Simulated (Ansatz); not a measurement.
The input (input.yaml):

```yaml
accuracy: low
crystal:
  lattice:
    - [3.3475, -7.3202, 0.0]
    - [3.3475, 7.3202, 0.0]
    - [0.0, 0.0, 7.1709]
  atoms:
    - { symbol: Cs, position: [0.45114461, 0.53493005, 0.24354673] }
    - { symbol: Cs, position: [0.55724423, 0.42350153, 0.75995443] }
    - { symbol: Cs, position: [0.77182871, 0.30264538, 0.26836859] }
    - { symbol: Cs, position: [0.21955084, 0.74836372, 0.72940607] }
    - { symbol: Te, position: [0.15696264, 0.91489528, 0.23569457] }
    - { symbol: Te, position: [0.88604253, 0.09819618, 0.73887747] }
    - { symbol: O, position: [0.234297, 0.74775798, 0.28684929] }
    - { symbol: O, position: [0.73908489, 0.19171853, 0.73748302] }
    - { symbol: F, position: [0.41469892, 0.14087994, 0.028499] }
    - { symbol: F, position: [0.57954043, 0.76165033, 0.65911559] }
    - { symbol: F, position: [0.08886047, 0.34719663, 0.93740715] }
    - { symbol: F, position: [0.89173539, 0.69050241, 0.45451452] }
    - { symbol: F, position: [0.72909486, 0.92730961, 0.99717336] }
    - { symbol: F, position: [0.36743857, 0.09941604, 0.45695462] }
    - { symbol: F, position: [0.14357963, 0.33208287, 0.50337455] }
basis:
  ecutwfc: 420.0
kpoints:
  mp_grid: { grid: [2, 2, 1] }
hamiltonian:
  xc: pbesol
scf:
  occupations: { method: fermi_dirac, width: 0.05 }
  lower_state_search: "off"
md:
  timestep: 1
  n_steps: 140
  ensemble: nve
  temperature: 1950.0
  initial_velocities: maxwell_boltzmann
  seed: 638889
```

Run as:

```bash
$ ansatz run input.yaml --threads 1 --pin off --max-ram 3072MiB --backend cpu --events-out ev --progress --plain --runs-dir out
```

Hardware: 1 thread of Arm Neoverse V2, on a shared host.

Problem. Roughly how long does this run take, and how much memory?

Solution. 12 min, with a peak of 0.78 GiB, for 141 ionic steps.
